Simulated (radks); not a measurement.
# The series with 62 electrons, Sm to Pb²⁰⁺

The task here is to estimate one member of a computed series from the others.

Method: scalar-relativistic Kohn-Sham, r2SCAN, spin-polarised, spherical densities, finite nucleus; open shells are filled with parallel spins first. Code: radks (a radial shooting solver on a logarithmic mesh, Libxc functionals) version 1.

## The system

```
electrons     : 62
ions          : Sm, Eu⁺, Gd²⁺, Tb³⁺, Dy⁴⁺, Ho⁵⁺, Er⁶⁺, Tm⁷⁺, Yb⁸⁺, Lu⁹⁺, Hf¹⁰⁺, Ta¹¹⁺, W¹²⁺, Re¹³⁺, Os¹⁴⁺, Ir¹⁵⁺, Pt¹⁶⁺, Au¹⁷⁺, Hg¹⁸⁺, Tl¹⁹⁺, Pb²⁰⁺
configuration : NIST ground configuration of each
```

The first run:

Input:

```text
Z 62
configuration [Xe] 4f6 6s2
relativity scalar-relativistic
functional r2scan,r2scan
spin polarised
nucleus finite rms 5.0819 fm
c 137.035999084
```

Steps of the session up to this table: Sm, [Xe] 4f6 6s2.

One table of the session follows, with a row left open; its other results are not shown here.

Sizes of the orbitals, from the radial functions (bohr):

| level | <r> | outermost maximum (interpolated) | 90 % within | nodes |
| --- | --- | --- | --- | --- |
| 4d down | 0.6720 | 0.587 | 1.01 | 1 |
| 5s up | 1.403 | 1.26 | 2.02 | 4 |
| 5s down | 1.438 | 1.28 | 2.08 | 4 |
| 5p up | 1.641 | 1.42 | 2.41 | 3 |
| 5p down | 1.692 | 1.45 | 2.49 | 3 |
| 4f up | 0.9842 | 0.614 | 1.72 | 0 |
| 6s up | ? | ? | ? | ? |
| 6s down | 4.564 | 3.87 | 6.72 | 5 |

**Question.** Estimate the row for 6s up.

**Answer.** <r>: 4.296; outermost maximum (interpolated): 3.68; 90 % within: 6.32; nodes: 5. In the column «<r>» it lies between 5p down (1.692) and 6s down (4.564).
